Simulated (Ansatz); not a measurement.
# CH4OSSi: the cost of one run

All numbers below are computed with Ansatz 0.2.0 (RKS r2SCAN-D4/def2-SVP).

**1. The system as given**

Bond lengths: O1–C2 1.386 Å, C2–Si3 1.769 Å, C2–S4 1.775 Å, O1–H5 0.961 Å, Si3–H6 1.451 Å, Si3–H7 1.440 Å, S4–H8 1.329 Å. Angles: O1–C2–Si3 126.9°, O1–C2–S4 110.6°, Si3–C2–S4 122.5°, C2–O1–H5 109.8°, C2–Si3–H6 117.0°, C2–Si3–H7 120.6°, H6–Si3–H7 122.2°, C2–S4–H8 93.7°.

Coordinates:

```xyz
8

O    -1.1939    0.4294   -0.8725
C    -0.2277   -0.2122   -0.1134
Si    1.2448    0.5040    0.5552
S    -0.6703   -1.9101    0.1556
H    -0.9022    1.3203   -1.0842
H     1.5383    1.8753    0.1815
H     2.1580   -0.2899    1.3362
H    -1.9471   -1.7167   -0.1585
```

**2. End point A**

Contents of input.yaml:

```yaml
crystal:
  periodic: [false, false, false]
  atoms:
    - { symbol: O, position_ang: [-1.19391, 0.42943, -0.87246] }
    - { symbol: C, position_ang: [-0.22768, -0.2122, -0.1134] }
    - { symbol: Si, position_ang: [1.24481, 0.50401, 0.55519] }
    - { symbol: S, position_ang: [-0.6703, -1.91011, 0.15557] }
    - { symbol: H, position_ang: [-0.90216, 1.32027, -1.0842] }
    - { symbol: H, position_ang: [1.53831, 1.87525, 0.18154] }
    - { symbol: H, position_ang: [2.15804, -0.28993, 1.33622] }
    - { symbol: H, position_ang: [-1.94712, -1.71672, -0.15846] }
basis:
  gaussian: { orbitals: def2-SVP }
hamiltonian:
  xc: r2scan
  dispersion: d4
relax:
  f_tol: 0.02
  max_steps: 50
```

On the command line:

```bash
ansatz run input.yaml --threads 2 --pin off --max-ram 3072MiB --backend cpu --events-out ev --progress --plain --runs-dir out
```

What time and memory should one allow on 2 threads of Intel Xeon Platinum 8488C (Sapphire Rapids), shared host?

About 32 s, with a peak of 0.19 GiB.
